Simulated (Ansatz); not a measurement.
# CH₅NSb+: one structure at several levels

Aim: energy, forces and dipole at a structure displaced at random from a GFN2-xTB minimum, from CCSD(T) and from density functionals.

Program: Ansatz 0.2.0, Gaussian basis. Level of theory: single points in def2-TZVPP. These are calculated values, not measurements.

Correlated methods freeze the cores. Filled d shells of the heavier atoms are correlated. Core potentials replace the inner electrons past krypton, and spin-orbit coupling is left out.

## Step 1: The system as given

SMILES `[CH2+][NH][SbH2]`, 8 atoms, charge 1, spin multiplicity 1.

Atoms are counted from 1 here; the program's logs count them from 0.

Bond lengths: C1–N2 1.235 Å, C1–H4 1.136 Å, C1–H5 1.124 Å, N2–Sb3 2.269 Å, N2–H6 1.079 Å, Sb3–H7 1.871 Å, Sb3–H8 1.810 Å. Angles: N2–C1–H4 106.1°, N2–C1–H5 130.5°, H4–C1–H5 120.7°, C1–N2–Sb3 132.1°, C1–N2–H6 113.1°, Sb3–N2–H6 114.7°, N2–Sb3–H7 82.7°, N2–Sb3–H8 81.4°, H7–Sb3–H8 82.9°.

Geometry (Å):

```
C    -0.8027    0.8930   -0.7637
N    -0.1856    0.2163    0.0644
Sb    0.8208   -1.8122   -0.0748
H    -0.8276    0.2772   -1.7175
H    -1.5052    1.7585   -0.6216
H    -0.0659    0.7151    1.0132
H     0.6791   -1.7434    1.7892
H     2.2908   -0.7997    0.2225
```

## Step 2: CCSD(T)/def2-TZVPP

The input, run/in.yaml:

```yaml
crystal:
  periodic: [false, false, false]
  atoms:
    - {symbol: C, position_ang: [-0.802700, 0.893000, -0.763700]}
    - {symbol: N, position_ang: [-0.185600, 0.216300, 0.064400]}
    - {symbol: Sb, position_ang: [0.820800, -1.812200, -0.074800]}
    - {symbol: H, position_ang: [-0.827600, 0.277200, -1.717500]}
    - {symbol: H, position_ang: [-1.505200, 1.758500, -0.621600]}
    - {symbol: H, position_ang: [-0.065900, 0.715100, 1.013200]}
    - {symbol: H, position_ang: [0.679100, -1.743400, 1.789200]}
    - {symbol: H, position_ang: [2.290800, -0.799700, 0.222500]}
basis:
  gaussian: {orbitals: def2-TZVPP}
total_charge: 1
correlation: {method: ccsd_t}
output: {forces: true}
```

No record of the launch command was kept for these runs.

## Step 3: PBE0-D4/def2-TZVPP

run/in.yaml, as its differences from that of step 2:

```diff
@@ -14,3 +14,3 @@
 total_charge: 1
-correlation: {method: ccsd_t}
-output: {forces: true}
+hamiltonian: {xc: pbe0, dispersion: d4}
+output: {forces: true, orbitals: {seedname: orbitals}}
```

## Step 4: wB97M-V/def2-TZVPP

run/in.yaml, as its differences from that of step 3:

```diff
@@ -14,3 +14,3 @@
 total_charge: 1
-hamiltonian: {xc: pbe0, dispersion: d4}
-output: {forces: true, orbitals: {seedname: orbitals}}
+hamiltonian: {xc: {name: wB97M-V}}
+output: {forces: true}
```

## Step 5: r2SCAN-D4/def2-TZVPP

run/in.yaml, as its differences from that of step 4:

```diff
@@ -14,3 +14,3 @@
 total_charge: 1
-hamiltonian: {xc: {name: wB97M-V}}
+hamiltonian: {xc: r2scan, dispersion: d4}
 output: {forces: true}
```

## Step 6: PBE-D4/def2-TZVPP

run/in.yaml, as its differences from that of step 5:

```diff
@@ -14,3 +14,3 @@
 total_charge: 1
-hamiltonian: {xc: r2scan, dispersion: d4}
+hamiltonian: {xc: pbe, dispersion: d4}
 output: {forces: true}
```

## Step 7: HSE06-D4/def2-TZVPP

run/in.yaml, as its differences from that of step 6:

```diff
@@ -14,3 +14,3 @@
 total_charge: 1
-hamiltonian: {xc: pbe, dispersion: d4}
+hamiltonian: {xc: hse06, dispersion: d4}
 output: {forces: true}
```

## Step 8: CAM-B3LYP-D4/def2-TZVPP

run/in.yaml, as its differences from that of step 7:

```diff
@@ -14,3 +14,3 @@
 total_charge: 1
-hamiltonian: {xc: hse06, dispersion: d4}
+hamiltonian: {xc: {name: CAM-B3LYP}, dispersion: d4}
 output: {forces: true}
```

(Steps that only read results are left out.)

Before running it: what results should come out? Wanted: energy less free atoms, CCSD(T)/def2-TZVPP; RMS force component; RMS force error; HOMO and LUMO, PBE0-D4; T1 diagnostic.

The runs gave:

| quantity | value |
| --- | --- |
| energy less free atoms, CCSD(T)/def2-TZVPP | -1658.8 kJ/mol |
| RMS force component | 1.653 to 1.885 eV/Å over the methods |
| RMS force error | PBE0-D4 0.302, wB97M-V 0.256, r2SCAN-D4 0.251, PBE-D4 0.270, HSE06-D4 0.299, CAM-B3LYP-D4 0.344 eV/Å |
| HOMO and LUMO, PBE0-D4 | -13.33 and -7.23 eV |
| T1 diagnostic | 0.016 |

**Reading.** Against CCSD(T) the functionals' energies less atoms differ by -153.5 to -59.9 kJ/mol, PBE-D4 by -153.5 kJ/mol. A larger basis would deepen the CCSD(T) value, while the functionals are nearly converged already, so the order here is not reliable. The forces of r2SCAN-D4 come nearest to CCSD(T), those of CAM-B3LYP-D4 are farthest. Frozen-core CCSD(T) forces in triple zeta carry basis errors of their own, and this is one geometry, so small gaps rank nothing.
